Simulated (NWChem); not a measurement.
# C2H3ClGaN (SMILES [CH3][Ga]([Cl])[C]#N): levels of theory compared

We compute a comparison of 4 runs (HF/STO-3G, HF/3-21G, B3LYP/6-31G*) of C2H3ClGaN. 

The results are computed with NWChem 7.3.0.

### Step 1. Starting point

C2H3ClGaN: 8 atoms, total charge 0, spin state singlet. SMILES: `[CH3][Ga]([Cl])[C]#N`. The shape is that of a PBE0-D4/def2-TZVP optimisation.

Bond lengths: C1–Ga2 1.939 Å, Ga2–Cl3 2.132 Å, Ga2–C4 1.942 Å, C4–N5 1.153 Å, C1–H6 1.089 Å, C1–H7 1.092 Å, C1–H8 1.092 Å. Angles: C1–Ga2–Cl3 123.3°, C1–Ga2–C4 124.1°, Cl3–Ga2–C4 112.6°, Ga2–C4–N5 177.6°, Ga2–C1–H6 110.8°, Ga2–C1–H7 109.5°, Ga2–C1–H8 109.6°, H6–C1–H7 109.5°, H6–C1–H8 109.5°, H7–C1–H8 107.8°.

### Step 2. Energy and gradient at HF/STO-3G (run 1)

work.nw

```
echo
start work
memory stack 880 mb heap 220 mb global 1100 mb

geometry units bohr noautosym nocenter noautoz
  C   -2.39239327  -0.76647292   0.42896783
  Ga   1.15386677   0.13492645   0.60754695
  Cl   3.33442175  -0.12642268   3.98429856
  C    3.10841050   1.36589404  -2.24461669
  N    4.19311330   2.08965915  -3.99015671
  H   -3.08573379  -1.37439781   2.26823827
  H   -2.64977397  -2.28845834  -0.94070566
  H   -3.48805648   0.85736874  -0.21939720
end

basis spherical bse
  * library STO-3G
end

scf
  thresh 1e-08
  maxiter 80
  print medium
end

task scf gradient
```

Command:

```console
nwchem work.nw > work.out
```

Standard output:

```text
[...]
  functions       =    45
[...]
  wavefunction    = RHF
[...]
         Total SCF energy =  -2485.841422967408
      One-electron energy =  -4242.661330370024
      Two-electron energy =   1371.741425572569
 Nuclear repulsion energy =    385.078481830048
        Time for solution =      7.3s
[...]
                         RHF ENERGY GRADIENTS
    atom               coordinates                        gradient
                 x          y          z           x          y          z
   1 C      -2.392393  -0.766473   0.428968   -0.040931  -0.010252  -0.002218
   2 Ga      1.153867   0.134926   0.607547   -0.007884  -0.008596   0.026240
   3 Cl      3.334422  -0.126423   3.984299    0.015799  -0.001855   0.024307
   4 C       3.108411   1.365894  -2.244617    0.038757   0.025006  -0.058953
   5 N       4.193113   2.089659  -3.990157   -0.008755  -0.005534   0.012857
   6 H      -3.085734  -1.374398   2.268238    0.002533  -0.001299   0.008406
   7 H      -2.649774  -2.288458  -0.940706    0.001980  -0.005341  -0.006822
   8 H      -3.488056   0.857369  -0.219397   -0.001499   0.007870  -0.003818
[...]
```

Run time: 9.9 s. Hardware: 1 thread of Intel Xeon Platinum 8375C at 2.90GHz (Ice Lake), shared host; peak memory 0.099 GiB.

### Step 3. Energy and forces at HF/3-21G (run 2)

run.py

```python
from ase import Atoms
from ase.calculators.nwchem import NWChem

mol = Atoms(['C', 'Ga', 'Cl', 'C', 'N', 'H', 'H', 'H'], positions=[
    [-1.266000, -0.405600, 0.227000],
    [0.610600, 0.071400, 0.321500],
    [1.764500, -0.066900, 2.108400],
    [1.644900, 0.722800, -1.187800],
    [2.218900, 1.105800, -2.111500],
    [-1.632900, -0.727300, 1.200300],
    [-1.402200, -1.211000, -0.497800],
    [-1.845800, 0.453700, -0.116100],
])

calc = NWChem(
    label='c2h3clgan',
    theory='scf',
    memory='2200 mb',
    basis='3-21G',
    basispar='spherical bse',
    scf={'nopen': '0', 'rhf': None, 'thresh': '1e-08', 'maxiter': '80'},
)
mol.calc = calc

forces = mol.get_forces()
e = mol.get_potential_energy()
print(f"E = {e:.6f} eV")
print("forces (eV/A):")
for s, f in zip(mol.symbols, forces):
    print(f"{s:2s} {f[0]:10.5f} {f[1]:10.5f} {f[2]:10.5f}")
print("dipole (e A):", mol.get_dipole_moment().round(4))
```

Command:

```console
export ASE_NWCHEM_COMMAND="nwchem PREFIX.nwi > PREFIX.nwo"
python run.py
```

Standard output:

```text
E = -68094.822116 eV
forces (eV/A):
C    -0.13313   -0.02211   -0.07945
Ga   -0.47889    0.24230   -1.47067
Cl    0.86867   -0.12007    1.40840
C     0.36772    0.32854   -0.92699
N    -0.53926   -0.39724    1.01795
H    -0.02293    0.05821   -0.27372
H    -0.08500    0.15242    0.20703
H     0.02278   -0.24204    0.11750
dipole (e A): [-0.8497 -0.2374  0.044 ]
```

The calculator wrote c2h3clgan.nwi:

```
title "c2h3clgan"

permanent_dir c2h3clgan

scratch_dir c2h3clgan

start c2h3clgan

geometry units angstrom nocenter noautosym noautoz
  C  -1.2660000000000000e+00 -4.0560000000000002e-01 2.2700000000000001e-01
  Ga 6.1060000000000003e-01 7.1400000000000005e-02 3.2150000000000001e-01
  Cl 1.7645000000000000e+00 -6.6900000000000001e-02 2.1084000000000001e+00
  C  1.6449000000000000e+00 7.2280000000000000e-01 -1.1878000000000000e+00
  N  2.2189000000000001e+00 1.1057999999999999e+00 -2.1114999999999999e+00
  H  -1.6329000000000000e+00 -7.2729999999999995e-01 1.2002999999999999e+00
  H  -1.4021999999999999e+00 -1.2110000000000001e+00 -4.9780000000000002e-01
  H  -1.8458000000000001e+00 4.5369999999999999e-01 -1.1609999999999999e-01
end

memory 2200 mb

basis spherical bse noprint
   * library 3-21G
end

scf
  nopen 0
  rhf
  thresh 1e-08
  maxiter 80
end

task scf gradient
```

c2h3clgan.nwo, shortened:

```text
[...]
      One-electron energy =  -4249.656206469009
[... 1 line left out ...]
 Nuclear repulsion energy =    385.078509515478
[... 53 lines left out ...]
                       ROHF Final Molecular Orbital Analysis
[... 281 lines left out ...]
     1   1 0 0     -1.605655      0.000000    116.879363
[...]
  wavefunction    =   RHF
                         RHF ENERGY GRADIENTS
    atom               coordinates                        gradient
                 x          y          z           x          y          z
   1 C      -2.392393  -0.766473   0.428968    0.002589   0.000430   0.001545
   2 Ga      1.153867   0.134926   0.607547    0.009313  -0.004712   0.028600
   3 Cl      3.334422  -0.126423   3.984298   -0.016893   0.002335  -0.027389
[... 4 lines of this table left out ...]
   8 H      -3.488056   0.857369  -0.219397   -0.000443   0.004707  -0.002285
[...]
```

It took 9.3 s on 1 thread of Intel Xeon Platinum 8375C at 2.90GHz (Ice Lake), shared host; peak memory 0.097 GiB.

Run 3 isn't shown in full; the table further down has it.

### Step 4. Energy and gradient at B3LYP/6-31G(d) (Cartesian functions) (run 4)

c2h3clgan.nw

```
START c2h3clgan
TITLE "C2H3ClGaN gradient"
memory total 2200 mb
charge 0
GEOMETRY noautosym nocenter noautoz
  C    -1.266000   -0.405600    0.227000
  Ga    0.610600    0.071400    0.321500
  Cl    1.764500   -0.066900    2.108400
  C     1.644900    0.722800   -1.187800
  N     2.218900    1.105800   -2.111500
  H    -1.632900   -0.727300    1.200300
  H    -1.402200   -1.211000   -0.497800
  H    -1.845800    0.453700   -0.116100
END
BASIS cartesian
  C library 6-31G*
  Ga library 6-31G*
  Cl library 6-31G*
  N library 6-31G*
  H library 6-31G*
END
DFT
  xc b3lyp
  mult 1
  grid fine
  convergence energy 1e-08
  maxiter 100
  mulliken
END
TASK dft gradient
```

Command:

```console
nwchem c2h3clgan.nw > c2h3clgan.out
```

Standard output:

```text
[...]
          Wavefunction type:  closed shell.
          No. of atoms     :     8
          No. of electrons :    70
[...]
          Charge           :     0
          Spin multiplicity:     1
[...]
          AO basis - number of functions:   105
[...]
              XC Information
              --------------
                         B3LYP Method XC Potential
                     Hartree-Fock (Exact) Exchange  0.200
                        Slater Exchange Functional  0.800 local
                    Becke 1988 Exchange Functional  0.720 non-local
              Lee-Yang-Parr Correlation Functional  0.810
                  VWN I RPA Correlation Functional  0.190 local
[...]
 d= 0,ls=0.0,diis     1  -2517.5434514946 -2.90D+03  1.78D-02  1.41D+00     4.0
[...]
 d= 0,ls=0.0,diis    11  -2517.6492425709 -8.81D-09  3.89D-07  1.52D-09    32.0
         Total DFT energy =    -2517.649242570940
      One electron energy =    -4263.316872184848
           Coulomb energy =     1482.767651607339
    Exchange-Corr. energy =     -122.178531508909
 Nuclear repulsion energy =      385.078509515478
[...]
      Total Density - Mulliken Population Analysis
     ---------------------------------------------
    Atom       Charge   Shell Charges
 -----------   ------   -------------------------------------------------------
    1 C    6     6.60   1.99  0.67  2.12  0.65  1.14  0.02
    2 Ga  31    30.83   2.00  1.99  6.00  1.95  5.99  1.27  1.53 -0.01  0.05  6.86  2.95  0.24
    3 Cl  17    17.14   2.00  1.99  5.97  1.46  3.62  0.51  1.61 -0.03
    4 C    6     5.67   1.99  0.74  1.95  0.51  0.48 -0.00
    5 N    7     7.36   1.99  0.85  2.25  1.11  1.18 -0.03
    6 H    1     0.80   0.52  0.28
    7 H    1     0.80   0.52  0.28
    8 H    1     0.80   0.52  0.28
[...]
  wavefunction    = closed shell
                         DFT ENERGY GRADIENTS
    atom               coordinates                        gradient
                 x          y          z           x          y          z
   1 C      -2.392393  -0.766473   0.428968    0.002839   0.000750   0.000118
   2 Ga      1.153867   0.134926   0.607547    0.001306  -0.001263   0.006462
   3 Cl      3.334422  -0.126423   3.984298   -0.005017   0.000627  -0.007877
   4 C       3.108410   1.365894  -2.244617    0.013065   0.008724  -0.021051
   5 N       4.193113   2.089659  -3.990156   -0.014192  -0.009407   0.022588
   6 H      -3.085734  -1.374398   2.268238    0.000980   0.000674  -0.001817
   7 H      -2.649774  -2.288458  -0.940706    0.000048   0.001672   0.001185
   8 H      -3.488056   0.857369  -0.219397    0.000970  -0.001777   0.000392
[...]
```

Run time: 48 s. Hardware: 1 thread of Intel Xeon Platinum 8375C at 2.90GHz (Ice Lake), shared host; peak memory 0.13 GiB.

### Step 5. Overview of the runs

| run | level | iteration cap | module | energy (Eh) | dipole moment (D) | HOMO energy (eV) | LUMO energy (eV) | wall time |
| --- | --- | --- | --- | --- | --- | --- | --- | --- |
| 1 | HF/STO-3G | 80 | scf | -2485.841423 | 3.51 | -9.24 | 3.34 | 9.9 s |
| 2 | HF/3-21G | 80 | scf | -2502.438577 | 4.24 | -12.16 | 0.80 | 9.3 s |
| 3 | B3LYP/6-31G* (spherical functions) | 100 | dft | -2517.637339 | – | – | – | 48 s |
| 4 | B3LYP/6-31G* (Cartesian functions) | 100 | dft | -2517.649243 | 4.07 | -8.67 | -2.36 | 48 s |

### Step 6. Outcome

| quantity | value |
| --- | --- |
| run 4: total energy | -2517.64924 Eh |
| run 4: dipole moment | 4.07 D |
| run 4: HOMO energy | -8.67 eV |
| run 4: LUMO energy | -2.36 eV |
| run 4: HOMO–LUMO gap | 6.32 eV |
| run 4: largest force on an atom | 1.455 eV/Å |

**Reading.** Over runs 1, 2, 4 the dipole moment (its size) runs from 3.51 D (HF/STO-3G) to 4.24 D (HF/3-21G). Over runs 1, 2, 4 the HOMO–LUMO gap runs from 6.32 eV (B3LYP/6-31G*) to 12.95 eV (HF/3-21G). The two ends differ in method and basis. In run 1 the basis is minimal, so the values are rough. All runs together took 1.9 min, the longest 48 s.
